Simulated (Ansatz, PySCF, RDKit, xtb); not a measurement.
**Solving CuF, step by step**

Task: start from the formula CuF, draw up candidate structures, narrow them down in stages, and characterise the one that lies lowest at 298.15 K.

Plan: many cheap relaxations first (GFN2-xTB), then density-functional screening, relaxation at BLYP-D3(BJ)/def2-SVP, vibrations and a final energy. The numbers are computed, not measured.

5 further runs of the same task are left out: 5 set aside as unsound or not needed.

## 1. Candidates

A program enumerates the bonding patterns with one Lewis structure each (two rings at most, one unusual centre or charged pair), with their diastereomers. O–O, O–halogen and N–halogen bonds and N–N–N chains are not drawn. That gives 1 candidate.

```tsv
label	SMILES	spin
c008	[F][Cu]	singlet
```

Candidates are built by distance geometry, with a force field where one applies, in up to four conformers (letters a to d). 2 starts with atoms placed at random are added, to find patterns that the rules miss.

## 2. Search with GFN2-xTB

All 3 starts are relaxed the same way. One of them, c063 (atoms placed at random), in full:

Input file start.xyz:

```xyz
2
c063
Cu    -0.806010    -0.845220    -0.775690
F     -0.407850     0.471850     0.984380
```

On the command line:

```
$ xtb start.xyz --gfn 2 --opt
```

Log, shortened:

```text
* xtb version 6.7.1
[...]
          :  # basis functions                  14          :
[...]
          :  # electrons                        18          :
[...]
          :  Hamiltonian                  GFN2-xTB          :
[...]
          :  net charge                          0          :
          :  unpaired electrons                  0          :
[...]
   *** convergence criteria satisfied after 11 iterations ***
[...]
   *** GEOMETRY OPTIMIZATION CONVERGED AFTER 7 ITERATIONS ***
[...]
   *** convergence criteria satisfied after 3 iterations ***
[...]
         ::                     SUMMARY                     ::
         :::::::::::::::::::::::::::::::::::::::::::::::::::::
         :: total energy              -8.628698058500 Eh    ::
         :: gradient norm              0.000671601212 Eh/a0 ::
         :: HOMO-LUMO gap              4.874379854869 eV    ::
         ::.................................................::
         :: SCC energy                -8.631127018701 Eh    ::
         :: -> isotropic ES            0.042157049258 Eh    ::
         :: -> anisotropic ES          0.002792109556 Eh    ::
         :: -> anisotropic XC         -0.004764667536 Eh    ::
         :: -> dispersion             -0.000338041950 Eh    ::
         :: repulsion energy           0.002428960202 Eh    ::
         :: add. restraining           0.000000000000 Eh    ::
         :: total charge               0.000000000000 e     ::
         :::::::::::::::::::::::::::::::::::::::::::::::::::::
[...]
         9        2.0000           -0.3782638             -10.2931 (HOMO)
        10                         -0.1991337              -5.4187 (LUMO)
[...]
     #   Z          covCN         q      C6AA      α(0)
     1  29 Cu       0.699     0.484   151.347    28.658
     2   9 F        0.699    -0.484    14.640     4.518
[...]
     #   Z sym  total        # sym  WBO       # sym  WBO       # sym  WBO
 ---------------------------------------------------------------------------
     1  29 Cu   0.835 --     2 F    0.835
     2   9 F    0.835 --     1 Cu   0.835
 ---------------------------------------------------------------------------
[...]
molecular dipole:
                 x           y           z       tot (Debye)
 q only:       -0.280      -0.925      -1.237
   full:       -0.405      -1.339      -1.789       5.771
molecular quadrupole (traceless):
[...]
          | TOTAL ENERGY               -8.628698058500 Eh   |
          | GRADIENT NORM               0.000671601212 Eh/α |
          | HOMO-LUMO GAP               4.874379854869 eV   |
           -------------------------------------------------
[...]
```

Wall time 0.034 s (1 thread of Intel Xeon 6975P-C (Granite Rapids), shared host).

## 3. The minima found

3 of the 3 relaxations converged; 2 ended on a minimum already found. 1 distinct structure remains:

```tsv
label	start	SMILES after	spin	energy (kcal/mol)
c008a	drawn and random	[F][Cu]	singlet	0.0
```

## 4. Second filter: single points

A choice of the minima (the low ones first, few conformers of a pattern, up to a cap) and the lowest that fell apart get a single point at r2SCAN-D4/def2-SVP on the tight-binding geometry, and one at HF/STO-3G for comparison. The lowest singlets are also tried as triplets at the same geometry (label ending in t). The first, c008a:

Input file input.yaml:

```yaml
crystal:
  periodic: [false, false, false]
  atoms:
    - {symbol: Cu, position_ang: [-0.823276, -1.193562, -1.362157]}
    - {symbol: F, position_ang: [0.733527, -1.747640, -0.899496]}
basis:
  gaussian: {orbitals: def2-SVP}
scf: {lower_state_search: off}
hamiltonian: {xc: {name: r2SCAN}, dispersion: d4}
output: {orbitals: {seedname: orbitals}}
magnetization: {spin_polarized: false}
```

On the command line:

```
$ ansatz run input.yaml --threads 1 --pin off --max-ram 2610MiB --events-out events.jsonl --progress --plain --runs-dir runs
```

Log, shortened:

```text
Warning: RAYON_NUM_THREADS=1 ignored (pool sized by the plan → 1); use --threads N
Functional definition: r2SCAN
  name "r2SCAN"
[...]
532 factors; their error is unknown
[...]
mean field -47346.90420800 eV, -1739.9666367596 hartree, gradient 7.7e-7 eV, S^2 0.000000; 0 other end points of the search recorded, 0 dependent functions left out
reference -47346.90423501 eV, -1739.9666377523 hartree; 19, 19 occupied and 26, 26 virtual orbitals, 532 factors
Total energy: -47346.90706148 eV, -1739.9667416230 hartree
Checks for a lower state left out: stability, starts, cluster_reference, orbital_swaps, neighbouring_geometries, increment
```

Run time: 0.68 s. Hardware: 1 thread of Intel Xeon 6975P-C (Granite Rapids), shared host.

Relative energies in kcal/mol, each column from its lowest structure that stays in one piece:

```tsv
label	SMILES	spin	GFN2-xTB	HF/STO-3G	r2SCAN-D4/def2-SVP
c008a	[F][Cu]	singlet	0.0	0.0	0.0
c008at	[F][Cu]	triplet	–	–	34.6
```

## 5. Relaxing the best candidates

2 candidates are relaxed at BLYP-D3(BJ)/def2-SVP (chosen among the lowest in one piece, with other spins of them). The first, c008a:

Input file input.yaml:

```yaml
crystal:
  periodic: [false, false, false]
  atoms:
    - {symbol: Cu, position_ang: [-0.823276, -1.193562, -1.362157]}
    - {symbol: F, position_ang: [0.733527, -1.747640, -0.899496]}
basis:
  gaussian:
    orbitals: def2-SVP
hamiltonian:
  xc: {name: BLYP}
  dispersion: d3bj
scf:
  lower_state_search: off
relax:
  f_tol: 0.003
```

On the command line:

```
$ ansatz run input.yaml --threads 1 --pin off --max-ram 2610MiB --events-out events.jsonl --progress --plain --runs-dir runs
```

Log, shortened:

```text
Warning: RAYON_NUM_THREADS=1 ignored (pool sized by the plan → 1); use --threads N
[...]
Functional definition: BLYP
  name "BLYP"
[...]
532 factors; their error is unknown
[...]
mean field -47350.78342200 eV, -1740.1091952446 hartree, gradient 4.4e-7 eV, S^2 0.000000; 0 other end points of the search recorded, 0 dependent functions left out
[...]
reference -47350.78370305 eV, -1740.1092055731 hartree; 19, 19 occupied and 26, 26 virtual orbitals, 532 factors
relax step   1: F+E_penalty+E_count = -47350.80742685 eV  Δ(F+E_penalty+E_count) = +0.000e0 eV  max|allowed force component| = 6.775e-1 eV/Å  Δτ_max = 0.0000 Å  (17 SCF iters, accepted)
[...]
relax step   3: F+E_penalty+E_count = -47350.81930512 eV  Δ(F+E_penalty+E_count) = -4.333e-3 eV  max|allowed force component| = 2.348e-2 eV/Å  Δτ_max = 0.0094 Å  (21 SCF iters, accepted)
[...]
relax step   4: F+E_penalty+E_count = -47350.81932112 eV  Δ(F+E_penalty+E_count) = -1.601e-5 eV  max|allowed force component| = 4.528e-4 eV/Å  Δτ_max = 0.0006 Å  (22 SCF iters, accepted)
Total energy: -47350.81960192 eV, -1740.1105248323 hartree
Atom 0 at    -0.838150    -1.188268    -1.366577 Å, force    -0.000453     0.000161    -0.000135 eV/Å
Atom 1 at     0.748401    -1.752934    -0.895076 Å, force     0.000453    -0.000161     0.000135 eV/Å
Dipole moment:    -0.804465     0.286315    -0.239076 e Å
Checks for a lower state left out: stability, starts, cluster_reference, orbital_swaps, neighbouring_geometries, increment
```

Wall time 1.8 s (1 thread of Intel Xeon 6975P-C (Granite Rapids), shared host).

Energy change by step (eV): 0.0000, -0.0075, -0.0119, -0.0119.

After the run. Bond lengths: Cu1–F2 1.749 Å.

## 6. The relaxed candidates

```tsv
label	spin	r2SCAN-D4/def2-SVP (kcal/mol)	BLYP-D3(BJ)/def2-SVP, relaxed (kcal/mol)	time
c008a	singlet	0.0	0.0	1.8 s
c008at	triplet	34.6	41.6	17 s
```

c008a: Bond lengths: Cu1–F2 1.749 Å.

c008at: Bond lengths: Cu1–F2 1.791 Å.

## 7. Vibrations and thermal terms

The lowest few in one piece go on as finalists. Harmonic vibrations at BLYP-D3(BJ)/def2-SVP test each finalist and give the zero-point energy and the thermal terms. The first, c008a:

Input file input.yaml:

```yaml
crystal:
  periodic: [false, false, false]
  atoms:
    - {symbol: Cu, position_ang: [0.000000, 0.000000, -0.874401]}
    - {symbol: F, position_ang: [0.000000, 0.000000, 0.874401]}
basis:
  gaussian: {orbitals: def2-SVP}
scf: {lower_state_search: off}
phonons: {}
hamiltonian: {xc: {name: BLYP}, dispersion: d3bj}
```

On the command line:

```
$ ansatz run input.yaml --threads 1 --pin off --max-ram 2610MiB --events-out events.jsonl --progress --plain --runs-dir runs
```

Log, shortened:

```text
Warning: RAYON_NUM_THREADS=1 ignored (pool sized by the plan → 1); use --threads N
[... 2 set-up lines as earlier in the session ...]
[...]
532 factors; their error is unknown
[...]
mean field -47350.79532454 eV, -1740.1096326549 hartree, gradient 1.7e-6 eV, S^2 0.000000; 0 other end points of the search recorded, 0 dependent functions left out
[...]
reference -47350.79560533 eV, -1740.1096429740 hartree; 19, 19 occupied and 26, 26 virtual orbitals, 532 factors
[...]
532 factors; their error is unknown
mean field -47350.79532454 eV, -1740.1096326550 hartree, gradient 5.3e-7 eV, S^2 0.000000; 0 other end points of the search recorded, 0 dependent functions left out
[...]
reference -47350.79560534 eV, -1740.1096429741 hartree; 19, 19 occupied and 26, 26 virtual orbitals, 532 factors
[...]
532 factors; their error is unknown
[...]
532 factors; their error is unknown
mean field -47350.79526151 eV, -1740.1096303387 hartree, gradient 5.4e-7 eV, S^2 0.000000; 0 other end points of the search recorded, 0 dependent functions left out
[...]
reference -47350.79554230 eV, -1740.1096406574 hartree; 19, 19 occupied and 26, 26 virtual orbitals, 532 factors
[...]
532 factors; their error is unknown
mean field -47350.79525745 eV, -1740.1096301895 hartree, gradient 5.3e-7 eV, S^2 0.000000; 0 other end points of the search recorded, 0 dependent functions left out
[...]
reference -47350.79553826 eV, -1740.1096405089 hartree; 19, 19 occupied and 26, 26 virtual orbitals, 532 factors
Total energy: -47350.81960192 eV, -1740.1105248323 hartree
Atom 0 at     0.000000     0.000000    -0.874401 Å, force    -0.000000     0.000000    -0.000465 eV/Å
Atom 1 at     0.000000     0.000000     0.874401 Å, force     0.000000    -0.000000     0.000465 eV/Å
Dipole moment:     0.000000     0.000000    -0.886736 e Å
Vibrations: 622.19 cm⁻¹, zero-point energy 0.038571 eV
Checks for a lower state left out: stability, starts, cluster_reference, orbital_swaps, neighbouring_geometries, increment
```

Wall time 5.1 s (1 thread of Intel Xeon 6975P-C (Granite Rapids), shared host).

## 8. Zero-point energy and free-energy terms

At 298.15 K and 1 atm, ideal gas, rigid rotor and harmonic oscillator:

```tsv
label	SMILES	spin	point group	lowest mode (cm⁻¹)	zero-point (kcal/mol)	G − E (kcal/mol)
c008a	[F][Cu]	singlet	C∞v	622	0.9	-13.1
c008at	[F][Cu]	triplet	C∞v	553	0.8	-13.9
```

## 9. The final energy

Single points at CCSD(T)/def2-TZVPP on the refined geometries decide the order.

c008a, CCSD(T)/def2-TZVPP:

Input file input.yaml:

```yaml
crystal:
  periodic: [false, false, false]
  atoms:
    - {symbol: Cu, position_ang: [0.000000, 0.000000, -0.874401]}
    - {symbol: F, position_ang: [0.000000, 0.000000, 0.874401]}
basis:
  gaussian: {orbitals: def2-TZVPP}
correlation: {method: ccsd_t, frozen_orbitals: {F: 1, Cu: 5}}
```

On the command line:

```
$ ansatz run input.yaml --threads 1 --pin off --max-ram 2610MiB --events-out events.jsonl --progress --plain --runs-dir runs
```

Log, shortened:

```text
Warning: RAYON_NUM_THREADS=1 ignored (pool sized by the plan → 1); use --threads N
Functional definition: HF
  name "HF"
[...]
660 factors; integrals over basis functions are off by at most 1.4e-3 eV
[...]
mean field -47304.73076201 eV, -1738.4167912058 hartree, gradient 5.9e-6 eV, S^2 0.000000; 0 other end points of the search recorded, 0 dependent functions left out
6 core orbitals not correlated: weight in the atoms' cores, before any rotation towards them, 1.000 or more for the frozen orbitals, at most 0.000 for the correlated occupied ones
reference -47304.73076201 eV, -1738.4167912058 hartree; 13, 13 occupied and 76, 76 virtual orbitals, 660 factors
second order -30.12582840 eV of doubles, -0.00000000 eV of singles
cycle   1  -25.22374617 eV  change     4.9e0 eV  update   2.3e-1
[...]
cycle  16  -27.07471370 eV  change   -5.7e-7 eV  update   1.3e-5
perturbative correction -0.73665592 eV, -0.0270716056 hartree
Total energy: -47332.54213163 eV, -1739.4388401879 hartree
```

It took 4.5 s on 1 thread of Intel Xeon 6975P-C (Granite Rapids), shared host.

## 10. c008at at CCSD(T)/def2-TZVPP

Input file input.yaml:

```yaml
crystal:
  periodic: [false, false, false]
  atoms:
    - {symbol: Cu, position_ang: [0.000000, 0.000000, -0.895583]}
    - {symbol: F, position_ang: [0.000000, 0.000000, 0.895583]}
basis:
  gaussian: {orbitals: def2-TZVPP}
magnetization: {spin_polarized: true, initial_magnetization: 2}
correlation: {method: ccsd_t, frozen_orbitals: {F: 1, Cu: 5}}
scf: {omitted_lower_state_checks: [cluster_reference]}
```

On the command line:

```
$ ansatz run input.yaml --threads 1 --pin off --max-ram 2610MiB --events-out events.jsonl --progress --plain --runs-dir runs
```

Log, shortened:

```text
Warning: RAYON_NUM_THREADS=1 ignored (pool sized by the plan → 1); use --threads N
[... 2 set-up lines as earlier in the session ...]
[...]
660 factors; integrals over basis functions are off by at most 1.4e-3 eV
[...]
mean field -47305.07671659 eV, -1738.4295048022 hartree, gradient 1.3e-6 eV, S^2 2.002769; 7 other end points of the search recorded, 0 dependent functions left out
6 core orbitals not correlated: weight in the atoms' cores, before any rotation towards them, 1.000 or more for the frozen orbitals, at most 0.000 for the correlated occupied ones
reference -47305.07671659 eV, -1738.4295048022 hartree; 14, 12 occupied and 75, 77 virtual orbitals, 660 factors
second order -26.28503147 eV of doubles, -0.00000000 eV of singles
cycle   1  -23.84844923 eV  change     2.4e0 eV  update   1.4e-1
[...]
cycle  13  -24.90509550 eV  change    7.4e-6 eV  update   1.3e-5
perturbative correction -0.61634982 eV, -0.0226504380 hartree
Total energy: -47330.59816192 eV, -1739.3674006187 hartree
Checks for a lower state left out: cluster_reference
```

Wall time 16 s (1 thread of Intel Xeon 6975P-C (Granite Rapids), shared host); peak memory 0.56 GiB.

## 11. Free energies and the winner

Energies in kcal/mol from c008a; G adds the thermal terms to the CCSD(T)/def2-TZVPP energy. The columns left of the relaxed level are at the tight-binding geometries.

```tsv
label	SMILES	spin	r2SCAN-D4/def2-SVP	BLYP-D3(BJ)/def2-SVP	HF/def2-TZVPP	MP2/def2-TZVPP	CCSD(T)/def2-TZVPP	G	share at equilibrium	T1
c008a	[F][Cu]	singlet	0.0	0.0	0.0	0.0	0.0	0.0	100.0 %	0.036
c008at	[F][Cu]	triplet	34.6	41.6	-8.0	80.6	44.8	44.0	< 0.1 %	0.026
```

Lowest found: c008a, `[F][Cu]`, a singlet of point group C∞v. Bond lengths: Cu1–F2 1.749 Å.

```xyz
2

Cu    0.0000    0.0000   -0.8744
F     0.0000    0.0000    0.8744
```

## 12. Density, orbitals and dipole (PBE0/def2-TZVPD)

Input file input.yaml:

```yaml
basis:
  gaussian: {orbitals: def2-TZVPD}
crystal:
  periodic: [false, false, false]
  atoms:
    - {symbol: Cu, position_ang: [0.000000, 0.000000, -0.874401]}
    - {symbol: F, position_ang: [0.000000, 0.000000, 0.874401]}
magnetization: {spin_polarized: false, initial_magnetization: 0}
hamiltonian: {xc: {name: PBE0}}
output: {forces: true, orbitals: {seedname: orbitals}}
```

On the command line:

```
$ ansatz run input.yaml --threads 1 --pin off --max-ram 2610MiB --events-out events.jsonl --progress --plain --runs-dir runs
```

Log, shortened:

```text
Warning: RAYON_NUM_THREADS=1 ignored (pool sized by the plan → 1); use --threads N
Functional definition: PBE0
  name "PBE0"
[...]
745 factors; their error is unknown
[...]
mean field -47349.60524821 eV, -1740.0658981566 hartree, gradient 3.7e-5 eV, S^2 0.000000; 0 other end points of the search recorded, 0 dependent functions left out
[...]
reference -47349.60527706 eV, -1740.0658992169 hartree; 19, 19 occupied and 69, 69 virtual orbitals, 745 factors
Total energy: -47349.60527706 eV, -1740.0658992169 hartree
Atom 0 at     0.000000     0.000000    -0.874401 Å, force     0.000000    -0.000000    -0.309872 eV/Å
Atom 1 at     0.000000     0.000000     0.874401 Å, force    -0.000000     0.000000     0.309872 eV/Å
Dipole moment:    -0.000000     0.000000    -1.092015 e Å
```

It took 1.2 s on 1 thread of Intel Xeon 6975P-C (Granite Rapids), shared host.

## 13. Frequencies after a tight-binding relaxation (GFN2-xTB)

Input file start.xyz:

```xyz
2
c008a
Cu     0.000000     0.000000    -0.874401
F      0.000000     0.000000     0.874401
```

On the command line:

```
$ xtb start.xyz --gfn 2 --ohess tight
```

Log, shortened:

```text
* xtb version 6.7.1
[...]
          :  # basis functions                  14          :
[...]
          :  # electrons                        18          :
[...]
          :  Hamiltonian                  GFN2-xTB          :
[...]
          :  net charge                          0          :
          :  unpaired electrons                  0          :
[...]
   *** convergence criteria satisfied after 10 iterations ***
[...]
   *** GEOMETRY OPTIMIZATION CONVERGED AFTER 4 ITERATIONS ***
[...]
   *** convergence criteria satisfied after 3 iterations ***
[...]
         ::                     SUMMARY                     ::
         :::::::::::::::::::::::::::::::::::::::::::::::::::::
         :: total energy              -8.628698448732 Eh    ::
         :: gradient norm              0.000480437755 Eh/a0 ::
         :: HOMO-LUMO gap              4.874317504290 eV    ::
         ::.................................................::
         :: SCC energy                -8.631137924809 Eh    ::
         :: -> isotropic ES            0.042141936970 Eh    ::
         :: -> anisotropic ES          0.002787104474 Eh    ::
         :: -> anisotropic XC         -0.004762442758 Eh    ::
         :: -> dispersion             -0.000338028664 Eh    ::
         :: repulsion energy           0.002439476078 Eh    ::
         :: add. restraining           0.000000000000 Eh    ::
         :: total charge              -0.000000000000 e     ::
         :::::::::::::::::::::::::::::::::::::::::::::::::::::
[...]
         9        2.0000           -0.3782445             -10.2926 (HOMO)
        10                         -0.1991167              -5.4182 (LUMO)
[...]
     #   Z          covCN         q      C6AA      α(0)
     1  29 Cu       0.699     0.484   151.343    28.657
     2   9 F        0.699    -0.484    14.639     4.518
[...]
molecular dipole:
                 x           y           z       tot (Debye)
 q only:       -0.000      -0.000      -1.569
   full:       -0.000      -0.000      -2.270       5.769
molecular quadrupole (traceless):
[...]
          | TOTAL ENERGY               -8.628698448732 Eh   |
          | TOTAL ENTHALPY             -8.624022426223 Eh   |
          | TOTAL FREE ENERGY          -8.649786439659 Eh   |
          | GRADIENT NORM               0.000480448903 Eh/α |
[...]
```

Wall time 0.038 s (1 thread of Intel Xeon 6975P-C (Granite Rapids), shared host).

## 14. Electronic excitations (TD-CAM-B3LYP/def2-SVPD)

An in-house driver calls PySCF's response routines at TD-CAM-B3LYP/def2-SVPD; it has no typed input.

Log:

```text
coarse grid: 12744 points
cycle   1  E = -1739.9017940604  dE = -2.804e-01  |g| = 1.251e+00  |ddm| = 1.260e+00
cycle   2  E = -1739.2205267035  dE =  6.813e-01  |g| = 2.329e+00  |ddm| = 1.978e+00
cycle   3  E = -1740.1107367999  dE = -8.902e-01  |g| = 3.720e-01  |ddm| = 1.420e+00
cycle   4  E = -1740.1309307549  dE = -2.019e-02  |g| = 1.295e-01  |ddm| = 2.860e-01
cycle   5  E = -1740.1334043469  dE = -2.474e-03  |g| = 8.240e-03  |ddm| = 7.586e-02
cycle   6  E = -1740.1334506092  dE = -4.626e-05  |g| = 1.941e-03  |ddm| = 1.910e-02
cycle   7  E = -1740.1334547986  dE = -4.189e-06  |g| = 6.005e-04  |ddm| = 6.709e-03
final grid: 24648 points
cycle   8  E = -1740.1333116057  dE = -1.734e-07  |g| = 7.442e-04  |ddm| = 1.398e-03
cycle   9  E = -1740.1333115258  dE =  7.988e-08  |g| = 1.330e-03  |ddm| = 1.637e-03
cycle  10  E = -1740.1333117872  dE = -2.614e-07  |g| = 1.429e-04  |ddm| = 6.343e-04
cycle  11  E = -1740.1333118084  dE = -2.118e-08  |g| = 1.774e-04  |ddm| = 4.779e-04
cycle  12  E = -1740.1333118236  dE = -1.513e-08  |g| = 1.790e-05  |ddm| = 5.921e-04
cycle  13  E = -1740.1333118238  dE = -2.892e-10  |g| = 6.082e-06  |ddm| = 7.308e-05
converged SCF energy = -1740.1333118238

Static polarisability (au): isotropic 20.151, principal 19.668 19.668 21.117

Singlet excitations
state   eV       nm        f      main configurations
  1   2.2613    548.3   0.00565   H-1->L 0.88
  2   2.2613    548.3   0.00565   H-2->L 0.88
  3   2.3220    534.0   0.00532   H->L 0.95
  4   2.5107    493.8   0.00000   H-3->L 0.96
  5   2.5107    493.8   0.00000   H-4->L 0.96
  6   5.3664    231.0   0.00355   H-5->L 0.77, H-6->L 0.12
  7   5.3664    231.0   0.00355   H-6->L 0.77, H-5->L 0.12
  8   5.9417    208.7   0.08977   H->L+2 0.76, H->L+1 0.14

Triplet excitations (Tamm-Dancoff, eV): 1.4464 1.8112 1.8112
```

Run time: 2.4 s. Hardware: 1 thread of Intel Xeon 6975P-C (Granite Rapids), shared host.

The roots found:

```tsv
excited state	energy (eV)	strength
1	2.261	0.0056
2	2.261	0.0056
3	2.322	0.0053
4	2.511	0.0000
5	2.511	0.0000
6	5.366	0.0036
7	5.366	0.0036
8	5.942	0.0898
```

[end of part 1 of 2]
